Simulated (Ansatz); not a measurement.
# CH3AlBF: basis-set convergence

One table from this session's results is given with a row withheld; the runs are named, their logs left out.

Method: one geometry, several basis sets; program: Ansatz 0.2.0, Gaussian basis.

Plan: PBE0-D4/def2-SVP; ωB97M-V/def2-SVP; PBE0-D4/def2-QZVPP; ωB97M-V/def2-QZVPP; the functionals' def2-TZVPP values are taken from earlier runs.

## The relaxed structure

An earlier PBE0-D4 in a triple-zeta def2 set relaxation fixed the geometry.

SMILES `[F][Al]1[BH][CH2]1`, 7 atoms, charge 0, spin multiplicity 1.

Atoms are counted from 1 here; the program's logs count them from 0.

Bond lengths: F1–Al2 1.646 Å, Al2–B3 1.964 Å, Al2–C4 2.180 Å, B3–C4 1.458 Å, B3–H5 1.183 Å, C4–H6 1.105 Å, C4–H7 1.092 Å. Angles: F1–Al2–B3 159.2°, F1–Al2–C4 118.4°, B3–Al2–C4 40.8°, Al2–B3–C4 77.6°, Al2–B3–H5 147.1°, C4–B3–H5 135.3°, Al2–C4–B3 61.6°, Al2–C4–H6 68.4°, Al2–C4–H7 175.5°, B3–C4–H6 130.0°, B3–C4–H7 122.9°, H6–C4–H7 107.1°.

The first run:

File in.yaml:

```yaml
crystal:
  periodic: [false, false, false]
  atoms:
    - {symbol: F, position_ang: [-1.001844, -1.924923, 1.616970]}
    - {symbol: Al, position_ang: [-0.541145, -1.286601, 0.171006]}
    - {symbol: B, position_ang: [0.171296, 0.011558, -1.118591]}
    - {symbol: C, position_ang: [0.290761, 0.728350, 0.145816]}
    - {symbol: H, position_ang: [0.426506, 0.250886, -2.248556]}
    - {symbol: H, position_ang: [0.019231, 0.413064, 1.169806]}
    - {symbol: H, position_ang: [0.696495, 1.739765, 0.217848]}
basis:
  gaussian: {orbitals: def2-SVP}
hamiltonian: {xc: pbe0, dispersion: d4}
output: {orbitals: {seedname: orbitals}}
```

The run is started by

```bash
> ansatz run in.yaml --threads 2 --pin off --events-out ev --progress --plain --max-ram 4352MiB
```

Steps of the session up to this table: PBE0-D4 in def2-SVP; ωB97M-V in def2-SVP; PBE0-D4 in def2-QZVPP; ωB97M-V in def2-QZVPP.

One of the session's tables, all rows but one given; the rest of the session is left out.

It belongs to the step «Density functionals: the series». 

| functional | basis | HOMO (eV) | LUMO (eV) |
| --- | --- | --- | --- |
| PBE0-D4 | def2-SVP | -7.33 | -1.65 |
| PBE0-D4 | def2-TZVPP | -7.37 | -1.72 |
| PBE0-D4 | def2-QZVPP | ? | ? |
| ωB97M-V | def2-SVP | -9.33 | 0.15 |
| ωB97M-V | def2-TZVPP | -9.40 | 0.06 |
| ωB97M-V | def2-QZVPP | -9.42 | -0.13 |

Estimate the missing values for PBE0-D4, def2-QZVPP.

The run gave: HOMO (eV): -7.38; LUMO (eV): -1.77. In the column «HOMO (eV)» it lies between ωB97M-V, def2-SVP (-9.33) and PBE0-D4, def2-TZVPP (-7.37).
